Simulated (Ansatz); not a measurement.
# BrGeH4OP: how energies converge with the basis set

One table from this session's results is given with a row withheld; the runs are named, their logs left out.

The runs use Ansatz 0.2.0, Gaussian basis; one geometry, several basis sets.

Plan: PBE0-D4/def2-SVP; ωB97M-V/def2-SVP; PBE0-D4/def2-QZVPP; ωB97M-V/def2-QZVPP; the functionals' def2-TZVPP values are taken from earlier runs.

**The relaxed structure**

The geometry comes from an earlier relaxation with PBE0-D4 in a triple-zeta def2 set; it is a stationary point, not always the lowest conformer.

SMILES `[OH][GeH]([PH2])[Br]`, 8 atoms, charge 0, spin multiplicity 1.

Atoms are counted from 1 here; the program's logs count them from 0.

Bond lengths: O1–Ge2 1.770 Å, O1–H5 0.961 Å, Ge2–P3 2.301 Å, Ge2–Br4 2.318 Å, Ge2–H6 1.540 Å, P3–H7 1.423 Å, P3–H8 1.421 Å. Angles: Ge2–O1–H5 113.2°, O1–Ge2–P3 104.8°, O1–Ge2–Br4 109.1°, O1–Ge2–H6 110.2°, P3–Ge2–Br4 108.1°, P3–Ge2–H6 119.1°, Br4–Ge2–H6 105.3°, Ge2–P3–H7 92.2°, Ge2–P3–H8 91.4°, H7–P3–H8 92.9°.

Set-up of the first run:

The input, in.yaml:

```yaml
crystal:
  periodic: [false, false, false]
  atoms:
    - {symbol: O, position_ang: [0.180539, 1.478755, -1.124033]}
    - {symbol: Ge, position_ang: [-0.386027, 0.249606, 0.017071]}
    - {symbol: P, position_ang: [1.167416, -1.441457, -0.124243]}
    - {symbol: Br, position_ang: [-2.422881, -0.582090, -0.714081]}
    - {symbol: H, position_ang: [-0.407604, 2.235855, -1.186831]}
    - {symbol: H, position_ang: [-0.676129, 0.888963, 1.388004]}
    - {symbol: H, position_ang: [2.074111, -0.752448, 0.728611]}
    - {symbol: H, position_ang: [0.562875, -2.134385, 0.959600]}
basis:
  gaussian: {orbitals: def2-SVP}
hamiltonian: {xc: pbe0, dispersion: d4}
output: {orbitals: {seedname: orbitals}}
```

On the command line:

```bash
ansatz run in.yaml --threads 4 --pin off --events-out ev --progress --plain --max-ram 10444MiB
```

Steps of the session up to this table: PBE0-D4 in def2-SVP; ωB97M-V in def2-SVP; PBE0-D4 in def2-QZVPP; ωB97M-V in def2-QZVPP.

One table of the session follows, with a row left open; its other results are not shown here.

It belongs to the step «Functionals by basis». 

```
functional       basis  HOMO (eV)
   PBE0-D4    def2-SVP      -7.85
   PBE0-D4  def2-TZVPP      -7.94
   PBE0-D4  def2-QZVPP      -7.96
   ωB97M-V    def2-SVP      -9.90
   ωB97M-V  def2-TZVPP          ?
   ωB97M-V  def2-QZVPP     -10.05
```

Q: Estimate the row for ωB97M-V, def2-TZVPP from the others.

**Answer.** HOMO (eV): -10.03. In the column «HOMO (eV)» it lies between ωB97M-V, def2-QZVPP (-10.05) and ωB97M-V, def2-SVP (-9.90).
